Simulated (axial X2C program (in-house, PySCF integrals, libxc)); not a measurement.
# TcCN: Ω levels from open-shell CI on d5 s1 p(π)0

Which Ω levels does TcCN have in the configuration d5 s1 p(π)0, and how far apart?

Computed with an in-house X2C program for linear molecules on PySCF integrals. Level: two-component X2C, average-of-configuration Hartree–Fock and CI in the open shells.

All values are calculated.

## (1) The job

Input file task.json:

```json
{"zs": [43, 6, 7], "q": 0, "bas": ["dyall-v3z", "dyall-v3z", "dyall-av3z"], "r0": 2.03, "metal": 0, "shells": [[2, [0, 1, 2], 5], [0, [0], 1], [1, [1], 0]], "fix": 0, "emax": 3.2, "nroots": 4, "r2": 1.16}
```

Keys: zs atomic numbers; q charge; bas basis sets; r0 starting distance in Å; metal index of the metal atom; shells open shells as [l, |m| values, electrons]; fix electron count of the first shell held; emax energy window in eV; nroots roots for each Ω; r2 second bond in Å, held.

Run with:

```bash
> python soci.py task.json out
```

Two-component X2C with atomic mean-field Coulomb and Gaunt terms, basis Tc dyall-v3z, C dyall-v3z, N dyall-av3z (cores contracted in-house). Orbitals come from Hartree–Fock averaged over the configuration Tc d5 s1 p(π)0; CI then distributes these electrons over the d, s, p(π) shells of Tc.

## (2) CI at Tc–C–N held linear, bonds 2.231 and 1.160 Å (the second held)

**Question.** What will these runs give? Wanted: lowest level of the model; next level; lowest curve, Re and ωe.

The runs gave:

```
                 quantity                          value
lowest level of the model  Ω = 3, g∥ = 12.00, 100% d5 s1
               next level           Ω = 2, 1 cm⁻¹ higher
  lowest curve, Re and ωe            2.293 Å, 341.1 cm⁻¹
```

**Reading.** In the lowest level ⟨Sz⟩ = 2.99 and ⟨Lz⟩ = 0.01; its leading determinant has weight 0.85 among 658. From 2.231 to 2.633 Å the gap from the lowest to the fifth level goes from 9871 to 12367 cm⁻¹. Without dynamic correlation distances can be off by several hundredths of an Å, and the wavenumbers are rough. Dynamic correlation is missing, so gaps between terms are too wide and other configurations may lie lower; the lowest level listed is that of this model, not necessarily the ground state. For d shells the ligand-field splittings (σ, π, δ) and their order can be off by a thousand cm⁻¹ or more. At most 4 roots were kept for each Ω > 0 (twice that for Ω = 0) within 3.2 eV of the lowest, so higher up levels can be missing between those listed; levels with Ω > 0 are doubly degenerate and listed once, Ω = 0 levels singly. Some active spinors are only partly of the character that their shell is named for, so the shell names and counts are nominal. States that fill the shells left empty in the average are placed too high. The molecule was held linear; bending was not examined.
